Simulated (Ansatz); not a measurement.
# HfICl₃: a ladder of functionals and wavefunction methods

One table from this session's results is given with a row withheld; the runs are named, their logs left out.

Method: functionals in def2-TZVPP, the program's frozen cores in correlated methods; program: Ansatz 0.2.0, Gaussian basis.

Plan: LDA (SPW92), PBE-D4, revPBE-D4, BLYP-D4, r2SCAN-D4, B97M-V, PBE0-D4, B3LYP-D4, r2SCANh-D4, r2SCAN0-D4, HSE06-D4, BHLYP-D4, CAM-B3LYP-D4, LC-ωPBE, ωB97X-V, ωB97M-V, B2PLYP, PBE-QIDH; CCSD(T)/def2-SVP; CCSD(T)/def2-TZVPP; MP2/def2-QZVPP; extrapolation to the limit; RPA on PBE.

**Structure used throughout**

All runs share one geometry, relaxed beforehand with PBE0-D4 in a triple-zeta def2 set. Hf, I take the def2 core potential; no spin-orbit term is included.

SMILES `[Cl][Hf]([Cl])([Cl])[I]`, 5 atoms, charge 0, spin multiplicity 1.

Atoms are counted from 1 here; the program's logs count them from 0.

Bond lengths: Cl1–Hf2 2.315 Å, Hf2–Cl3 2.315 Å, Hf2–Cl4 2.315 Å, Hf2–I5 2.686 Å. Angles: Cl1–Hf2–Cl3 109.3°, Cl1–Hf2–Cl4 109.3°, Cl1–Hf2–I5 109.6°, Cl3–Hf2–Cl4 109.3°, Cl3–Hf2–I5 109.6°, Cl4–Hf2–I5 109.6°.

As a file:

```mol
Cl3HfI
  3D, bonds by distance, orders not assigned

  5  4  0  0  0  0  0  0  0  0999 V2000
   -0.7730   -0.3020    2.1775 Cl  0  0
    0.0051   -0.0829    0.0082 Hf  0  0
    2.0897   -1.0757   -0.1606 Cl  0  0
   -1.4629   -1.1338   -1.4409 Cl  0  0
    0.1909    2.5208   -0.6256 I   0  0
  1  2  8  0
  2  3  8  0
  2  4  8  0
  2  5  8  0
M  END
```

Set-up of the first run:

File in.yaml:

```yaml
crystal:
  periodic: [false, false, false]
  atoms:
    - {symbol: Cl, position_ang: [-0.773033, -0.301964, 2.177517]}
    - {symbol: Hf, position_ang: [0.005148, -0.082909, 0.008210]}
    - {symbol: Cl, position_ang: [2.089709, -1.075662, -0.160645]}
    - {symbol: Cl, position_ang: [-1.462889, -1.133817, -1.440902]}
    - {symbol: I, position_ang: [0.190865, 2.520752, -0.625581]}
basis:
  gaussian: {orbitals: def2-TZVPP}
hamiltonian: {xc: lda}
output: {orbitals: {seedname: orbitals}}
```

Command:

```console
$ ansatz run in.yaml --threads 4 --pin off --events-out ev --progress --plain --max-ram 10444MiB
```

Steps of the session up to this table: LDA; PBE-D4 (GGA); revPBE-D4 (GGA); BLYP-D4 (GGA); r2SCAN-D4 (meta-GGA); B97M-V (meta-GGA); B3LYP-D4 (hybrid); r2SCANh-D4 (hybrid); r2SCAN0-D4 (hybrid); HSE06-D4 (hybrid); BHLYP-D4 (hybrid); CAM-B3LYP-D4 (range-separated); LC-ωPBE (range-separated); ωB97X-V (range-separated); ωB97M-V (range-separated); B2PLYP (double hybrid); PBE-QIDH (double hybrid).

One of the session's tables, all rows but one given; the rest of the session is left out.

It belongs to the step «Orbital energies across the functionals». 

```
  functional  HOMO (eV)  LUMO (eV)  gap (eV)
 LDA (SPW92)      -7.43      -3.27      4.16
      PBE-D4      -7.25      -3.03      4.23
   revPBE-D4      -7.19      -2.95      4.25
     BLYP-D4      -7.05      -2.87      4.18
   r2SCAN-D4      -7.58      -2.90      4.68
      B97M-V      -7.55      -2.80      4.76
     PBE0-D4          ?          ?         ?
    B3LYP-D4      -8.12      -2.44      5.68
  r2SCANh-D4      -7.99      -2.62      5.38
  r2SCAN0-D4      -8.61      -2.18      6.43
    HSE06-D4      -8.01      -2.65      5.36
    BHLYP-D4      -9.34      -1.32      8.02
CAM-B3LYP-D4      -9.60      -1.20      8.40
     LC-ωPBE     -10.95      -0.14     10.81
     ωB97X-V     -10.61      -0.19     10.42
     ωB97M-V     -10.46      -0.25     10.21
```

**Question.** Estimate the row for PBE0-D4.

As computed: HOMO (eV): -8.40; LUMO (eV): -2.28; gap (eV): 6.12. In the column «HOMO (eV)» it lies between r2SCAN0-D4 (-8.61) and B3LYP-D4 (-8.12).
